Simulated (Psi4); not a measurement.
# GeSe (Germanium monoselenide): B3LYP/6-31G(d) (Cartesian functions)

Aim: the vertical ionisation energy of GeSe (Germanium monoselenide) at B3LYP/6-31G* (Cartesian functions), from 2 runs. Input form: a Python script.

The calculation is run with Psi4 1.11.

1 further run of the same task is left out (it didn't finish).

## (1) The system as given

GeSe: 2 atoms, total charge 0, spin state singlet. SMILES: `[Ge-]#[Se+]`. The bond length is the measured one.

Bond lengths: Ge1–Se2 2.135 Å.

## (2) Energy and gradient at B3LYP/6-31G(d) (Cartesian functions)

File calc.py:

```python
import psi4

psi4.set_memory('1600 MB')
psi4.set_num_threads(1)
psi4.set_output_file('output.dat', False)

molecule = psi4.geometry("""
0 1
Ge
Se 1 2.134629
symmetry c1
""")

options = {'basis': '6-31G*', 'reference': 'rks', 'puream': False, 'e_convergence': 1e-09, 'd_convergence': 1e-08, 'scf_type': 'pk', 'dft_radial_points': 99, 'dft_spherical_points': 590}
psi4.set_options(options)

energy_value, wavefunction = psi4.gradient('b3lyp', return_wfn=True)
psi4.oeprop(wavefunction, 'WIBERG_LOWDIN_INDICES', 'DIPOLE', 'LOWDIN_CHARGES')
print('gradient / Eh bohr^-1')
print(energy_value.np.round(6))
print(f'energy = {wavefunction.energy():.10f} Eh')
```

Launch:

```console
$ python calc.py
```

output.dat:

```text
[...]
  Running in c1 symmetry.
[...]
  Nuclear repulsion =  269.716566770600366
[...]
  Multiplicity = 1
[...]
  Nalpha       = 33
  Nbeta        = 33
[...]
    Number of basis functions: 70
[...]
   @RKS iter   1: -4476.13545827263715   -4.02685e+00   5.15867e-02 DIIS/ADIIS
[...]
   @RKS iter  11: -4478.10993785910250   -2.18279e-11   9.69865e-09 DIIS
[...]
    Orbital Energies [Eh]
    ---------------------
    Doubly Occupied:
       1A   -453.893125     2A   -398.786601     3A    -58.089293
       4A    -52.145294     5A    -52.145294     6A    -52.145184
       7A    -49.843366     8A    -44.368467     9A    -44.368467
      10A    -44.366152    11A     -7.822236    12A     -6.264944
      13A     -5.762789    14A     -5.761579    15A     -5.761579
      16A     -4.436641    17A     -4.436641    18A     -4.430534
      19A     -2.096115    20A     -2.094882    21A     -2.094882
      22A     -2.093813    23A     -2.093813    24A     -1.239284
      25A     -1.239284    26A     -1.235691    27A     -1.234666
      28A     -1.234666    29A     -0.689959    30A     -0.461029
      31A     -0.275194    32A     -0.270065    33A     -0.270065
[...]
  @RKS Final Energy: -4478.10993785910250
   => Energetics <=
    Nuclear Repulsion Energy =            269.7165667706003660
    One-Electron Energy =               -6774.9368869939899014
    Two-Electron Energy =                2160.7309428106586893
    DFT Exchange-Correlation Energy =    -133.6205604463710870
    Empirical Dispersion Energy =           0.0000000000000000
    VV10 Nonlocal Energy =                  0.0000000000000000
    Total Energy =                      -4478.1099378591015920
[...]
  -Total Gradient:
     Atom            X                  Y                   Z
    ------   -----------------  -----------------  -----------------
       1        0.000000000000     0.000000000001     0.016595017833
       2       -0.000000000000    -0.000000000000    -0.016597862729
[...]
 Multipole Moments:
 ------------------------------------------------------------------------------------
     Multipole            Electronic (a.u.)      Nuclear  (a.u.)        Total (a.u.)
 ------------------------------------------------------------------------------------
 L = 1.  Multiply by 2.5417464519 to convert [e a0] to [Debye]
 Dipole X            :         -0.0000000            0.0000000           -0.0000000
 Dipole Y            :         -0.0000000            0.0000000           -0.0000000
 Dipole Z            :          0.4830706           -1.1539755           -0.6709049
 Magnitude           :                                                    0.6709049
[...]
```

Standard output:

```text
gradient / Eh bohr^-1
[[ 0.        0.        0.016595]
 [-0.       -0.       -0.016598]]
energy = -4478.1099378591 Eh
```

Wall time 9.6 s (1 thread of AMD EPYC 7R43 (Zen 3), shared host); peak memory 0.41 GiB.

## (3) The doublet cation

File gese.xyz:

```xyz
2
GeSe
Ge     0.000000     0.000000     0.000000
Se     0.000000     0.000000     2.134629
```

File run.py:

```python
import psi4

psi4.set_memory(1600000000)
psi4.set_num_threads(1)
psi4.set_output_file('run.log', False)

with open('gese.xyz') as f:
    atoms = ''.join(f.readlines()[2:])
molecule = psi4.geometry('1 2\n' + atoms + 'symmetry c1\nno_reorient\nno_com')

psi4.set_options({
    'basis': '6-31G*',
    'reference': 'uks',
    'puream': False,
    'e_convergence': 1e-09,
    'd_convergence': 1e-08,
    'scf_type': 'pk',
    'dft_radial_points': 99,
    'dft_spherical_points': 590,
    'maxiter': 200,
})

e, wfn = psi4.gradient("b3lyp", molecule=molecule, return_wfn=True)
psi4.oeprop(wfn, "LOWDIN_CHARGES", "MAYER_INDICES", "QUADRUPOLE", title="B3LYP")
print('gradient / Eh bohr^-1')
print(e.np.round(6))
print(f'energy = {wfn.energy():.10f} Eh')
```

Launch:

```console
$ python run.py
```

run.log, shortened:

```text
[...]
  Running in c1 symmetry.
[...]
  Nuclear repulsion =  269.716566770600423
[...]
  Multiplicity = 2
[...]
  Nalpha       = 33
  Nbeta        = 32
[...]
    Number of basis functions: 70
[...]
   @UKS iter   1: -4475.92391692275851   -3.81531e+00   5.08626e-02 ADIIS/DIIS
[...]
   @UKS iter  15: -4477.74820855905455    9.09495e-13   1.76049e-09 DIIS
[...]
   @S^2 Observed:                7.529205392E-01
[...]
  @UKS Final Energy: -4477.74820855905455
   => Energetics <=
    Nuclear Repulsion Energy =            269.7165667706004228
    One-Electron Energy =               -6756.9115320583150606
    Two-Electron Energy =                2142.8710143885164143
    DFT Exchange-Correlation Energy =    -133.4242576598563232
    Empirical Dispersion Energy =           0.0000000000000000
    VV10 Nonlocal Energy =                  0.0000000000000000
    Total Energy =                      -4477.7482085590545466
[...]
  -Total Gradient:
     Atom            X                  Y                   Z
    ------   -----------------  -----------------  -----------------
       1       -0.000000000066     0.000000000009     0.077886220749
       2        0.000000000064    -0.000000000011    -0.077889032938
[...]
 Multipole Moments:
 ------------------------------------------------------------------------------------
     Multipole            Electronic (a.u.)      Nuclear  (a.u.)        Total (a.u.)
 ------------------------------------------------------------------------------------
 L = 1.  Multiply by 2.5417464519 to convert [e a0] to [Debye]
 Dipole X            :          0.0000000            0.0000000            0.0000000
 Dipole Y            :         -0.0000000            0.0000000           -0.0000000
 Dipole Z            :       -135.6852090          137.1513824            1.4661734
 Magnitude           :                                                    1.4661734
 L = 2.  Multiply by 1.3450342976 to convert [e a0^2] to [Debye ang]
 Quadrupole XX       :        -20.5831772            0.0000000          -20.5831772
 Quadrupole XY       :         -0.3802942            0.0000000           -0.3802942
[...]
```

Standard output:

```text
gradient / Eh bohr^-1
[[-0.        0.        0.077886]
 [ 0.       -0.       -0.077889]]
energy = -4477.7482085591 Eh
```

Run time: 12 s. Hardware: 1 thread of AMD EPYC 7R43 (Zen 3), shared host; peak memory 0.41 GiB.

## (4) Summary of results

Level: B3LYP/6-31G* (Cartesian functions).

| quantity | value |
| --- | --- |
| singlet GeSe: total energy | -4478.10994 Eh |
| singlet GeSe: dipole moment | 1.71 D |
| singlet GeSe: HOMO energy | -7.35 eV |
| singlet GeSe: LUMO energy | -2.62 eV |
| singlet GeSe: HOMO–LUMO gap | 4.73 eV |
| singlet GeSe: largest force on an atom | 0.853 eV/Å |
| doublet cation: total energy | -4477.74821 Eh |
| doublet cation: HOMO energy (highest over α and β) | -14.06 eV |
| doublet cation: LUMO energy (lowest over α and β) | -12.38 eV |
| doublet cation: ⟨S²⟩ | 0.753 |
| doublet cation: largest force on an atom | 4.005 eV/Å |
| vertical ionisation energy (to the doublet cation) | 9.843 eV |

In words: Removing an electron at fixed nuclei costs 9.84 eV (227 kcal/mol). The largest force (singlet GeSe) is 0.85 eV/Å: the shape isn't a stationary point for this species at this level. The negative HOMO energy of the first species, 7.35 eV, lies 2.49 eV below that difference.
